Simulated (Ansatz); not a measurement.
**BGeHCl (sextet): from Hartree-Fock to the top rungs, cc-pVDZ**

One table from this session's results is given with a row withheld; the runs are named, their logs left out.

Program: Ansatz 0.2.0, Gaussian basis. Level of theory: cc-pVDZ, core rule «outside noble gas», up to 20 orbitals frozen. These are calculated values, not measurements.

Plan: UHF; CCSD(T) on ROHF; CCSD(T) on UHF; BCCD(T) on ROHF; CISD; CCSDT(Q) on ROHF; CCSDT(Q) on UHF; CASSCF and MRCISD+Q, 13 electrons in 11 orbitals; CASSCF and NEVPT2, 13 electrons in 11 orbitals.

25 further runs of the same task are left out: 9 that didn't finish, 16 set aside as unsound or not needed.

## What is computed

The geometry is a PBE0/def2-TZVP stationary point (not a proven minimum) of the parent state, kept for this charge and spin. No spin-orbit coupling is included. The filled d shell of Ge may be among the frozen orbitals whatever the setting's name suggests; the logs give the count.

4 atoms, charge 0, spin multiplicity 6.

Atoms are counted from 1 here; the program's logs count them from 0.

Bond lengths: Cl1–B2 1.724 Å, B2–Ge3 2.007 Å, Ge3–H4 1.547 Å. Angles: Cl1–B2–Ge3 123.1°, B2–Ge3–H4 123.1°.

Set-up of the first run:

The input, in.yaml:

```yaml
crystal:
  periodic: [false, false, false]
  atoms:
    - {symbol: Cl, position_ang: [0.000000, -0.101777, 2.160962]}
    - {symbol: B, position_ang: [0.000000, 0.791619, 0.686080]}
    - {symbol: Ge, position_ang: [0.000000, -0.078196, -1.122868]}
    - {symbol: H, position_ang: [0.000000, 0.724557, -2.445252]}
basis:
  gaussian: {orbitals: cc-pVDZ}
magnetization: {spin_polarized: true, initial_magnetization: 5}
hamiltonian: {xc: hf}
output: {orbitals: {seedname: orbitals}}
```

Started as:

```sh
> ansatz run in.yaml --threads 1 --pin off --events-out ev --progress --plain --max-ram 2393MiB
```

Steps of the session up to this table: UHF; CCSD(T) on ROHF; CCSD(T) on UHF; BCCD(T) on ROHF; CISD; CCSDT(Q) on ROHF; CCSDT(Q) on UHF; CASSCF and MRCISD+Q, 13 electrons in 11 orbitals; CASSCF and NEVPT2, 13 electrons in 11 orbitals.

One of the session's tables, all rows but one given; the rest of the session is left out.

| method | from UCCSDT(Q) (meV) |
| --- | --- |
| ROHF | +7856.3 |
| UHF | ? |
| RMP2 | +1306.7 |
| UMP2 | +1278.9 |
| CISD | +1008.8 |
| RCCSD | +309.1 |
| UCCSD | +289.8 |
| RCCSD(T) | +72.2 |
| UCCSD(T) | +58.4 |
| BCCD(T) | +73.3 |
| RCCSDT | +35.7 |
| UCCSDT | +19.9 |
| RCCSDT(Q) | +19.2 |
| UCCSDT(Q) | 0 |
| CASSCF frontier | +6738.1 |
| NEVPT2 frontier | +1470.9 |
| MRCISD frontier | +791.1 |
| MRCISD+Q frontier | +185.4 |

Estimate the missing values for UHF.

As computed: from UCCSDT(Q) (meV): +7684.7. In the column «from UCCSDT(Q) (meV)» it lies between CASSCF frontier (+6738.1) and ROHF (+7856.3).

Among the levels timed on like hardware and quicker than the yardstick, those that no quicker one beats, quickest first: NEVPT2 frontier (14 s, +1470.9 meV); MRCISD+Q frontier (20 s, +185.4 meV); BCCD(T) (21 s, +73.3 meV); UCCSD(T) (22 s, +58.4 meV).

Limits of these values: Of the multireference levels listed MRCISD+Q frontier comes nearest in total energy (+185.4 meV), which doesn't show that its space is the better one. Restricted and unrestricted rows rest on different reference determinants; where their highest levels disagree by more than a few hundredths of an eV, they describe different states and don't form one ladder.
